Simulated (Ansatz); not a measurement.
# ZnAu: from a first cell to all-electron results

Aim: relax ZnAu, then solve it with and without frozen cores. Methods of the runs shown: PAW and LAPW. Its runs: cell and atoms relaxed (PAW); the reference run (LAPW and PAW).

Computed with Ansatz 0.2.0 (DFT PBEsol, with the methods named in each step, unless a step's input says otherwise).

### Step 1. The starting structure

Symmetry: Pm-3m, No. 221, cubic system. Conventional cell: a = 3.147 Å, b = 3.147 Å, c = 3.147 Å, α = 90.00°, β = 90.00°, γ = 90.00°. Zn (site symmetry m-3m) is surrounded by 8 Au at 2.73 Å. Au (site symmetry m-3m) has 8 Zn at 2.73 Å as nearest neighbours.

As a file:

```xyz
2
Lattice="3.1470 0.0000 0.0000 0.0000 3.1470 0.0000 0.0000 0.0000 3.1470" Properties=species:S:1:pos:R:3 pbc="T T T"
Zn    1.5735    1.5735    1.5735
Au    0.0000    0.0000    0.0000
```

Atoms are numbered in the order of the input: Zn1, Au2.

### Step 2. Cell and atoms relaxed, PAW

Contents of input.yaml:

```yaml
crystal:
  lattice:
    - [3.147, 0.0, 0.0]
    - [0.0, 3.147, 0.0]
    - [0.0, 0.0, 3.147]
  atoms:
    - { symbol: Zn, position: [0.5, 0.5, 0.5] }
    - { symbol: Au, position: [0.0, 0.0, 0.0] }
kpoints:
  mp_grid: { grid: [13, 13, 13] }
scf:
  occupations: { method: fermi_dirac, width: 0.05 }
hamiltonian:
  xc: pbesol
  pseudopotentials: { kind: paw }
output:
  forces: true
  stress: true
relax:
  f_tol: 0.005
  max_steps: 50
  cell: {}
```

The run is started by

```sh
> ansatz run input.yaml --threads 1 --pin off --max-ram 2048MiB --backend cpu --events-out ev --progress --plain --runs-dir out
```

After this run come: The relaxed cell, LAPW; The relaxed cell, PAW.

Before running it: what results should come out? Wanted: volume, relaxed; gap.

**Answer**, as computed:

| quantity | value |
| --- | --- |
| volume, relaxed (PAW) | 15.310 Å³/atom, Pm-3m |
| gap (LAPW) | none |

**Reading.** Relaxing changes the volume by -1.8 %, to 15.31 Å³/atom. With 63 electrons in the bands of a cell, and no spin, a band must be partly filled: it is a metal at this level. PAW lies less than 0.01 GPa from LAPW in pressure. Spin-orbit coupling is left out, though the cell holds Au; in elements this heavy it can shift bands and gaps by tenths of an eV.
